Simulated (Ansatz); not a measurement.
# CsC: the cost of one run

Program: Ansatz 0.2.0. Level of theory: DFT PBE, scalar-relativistic, plane waves, PAW. These are calculated values, not measurements.

3 further runs of the same task are left out: 3 set aside as unsound or not needed.

## (1) The structure to begin with

It takes space group P2_13 (No. 198, cubic). The conventional cell has a = 5.806 Å, b = 5.806 Å, c = 5.806 Å, α = 90.00°, β = 90.00°, γ = 90.00°. Cs (site symmetry 3) is surrounded by 7 C at 2.91 to 3.27 Å. C (site symmetry 3) is surrounded by 7 Cs at 2.91 to 3.27 Å.

Structure file:

```cif
data_structure
_symmetry_space_group_name_H-M 'P2_13'
_symmetry_Int_Tables_number 198
_cell_length_a 5.8056
_cell_length_b 5.8056
_cell_length_c 5.8056
_cell_angle_alpha 90.000
_cell_angle_beta 90.000
_cell_angle_gamma 90.000
_cell_volume 195.68
loop_
_atom_site_label
_atom_site_type_symbol
_atom_site_symmetry_multiplicity
_atom_site_Wyckoff_symbol
_atom_site_fract_x
_atom_site_fract_y
_atom_site_fract_z
_atom_site_occupancy
Cs1 Cs 4 a 0.13400 0.13400 0.13400 1
C1 C 4 a 0.84450 0.84450 0.84450 1
```

This is candidate A: FeSi (B20) type (P2_13, No. 198).

(A quick probe on a coarse mesh, which set the mesh and smearing, is not shown.)

## (3) A loose first relaxation (candidate A)

File input.yaml:

```yaml
crystal:
  lattice:
    - [5.8055934209, 0.0, 0.0]
    - [0.0, 5.8055934209, 0.0]
    - [0.0, 0.0, 5.8055934209]
  atoms:
    - { symbol: Cs, position: [0.134, 0.134, 0.134], spin: 0.18 }
    - { symbol: Cs, position: [0.366, 0.866, 0.634], spin: 0.18 }
    - { symbol: Cs, position: [0.634, 0.366, 0.866], spin: 0.18 }
    - { symbol: Cs, position: [0.866, 0.634, 0.366], spin: 0.18 }
    - { symbol: C, position: [0.8445, 0.8445, 0.8445], spin: 2.43 }
    - { symbol: C, position: [0.6555, 0.1555, 0.3445], spin: 2.43 }
    - { symbol: C, position: [0.3445, 0.6555, 0.1555], spin: 2.43 }
    - { symbol: C, position: [0.1555, 0.3445, 0.6555], spin: 2.43 }
basis:
  ecutwfc: 420
kpoints:
  mp_grid: { grid: [4, 4, 4] }
hamiltonian:
  xc: pbe
scf:
  occupations: { method: gaussian, width: 0.1 }
  lower_state_search: "off"
output:
  forces: true
  stress: true
  eigenvalues: true
  populations: true
magnetization:
  spin_polarized: true
relax:
  adjacent_minimum: "off"
  f_tol: 0.04
  max_steps: 70
  cell: { stress_tol: 0.4 }
```

Run with:

```
$ ansatz run input.yaml --threads 1 --pin off --max-ram 2560MiB --backend cpu --events-out ev --progress --plain --runs-dir out
```

Q: Estimate wall time and peak memory on 1 thread of Intel Xeon 6975P-C (Granite Rapids), shared host.

About 1.8 min, with a peak of 0.64 GiB.
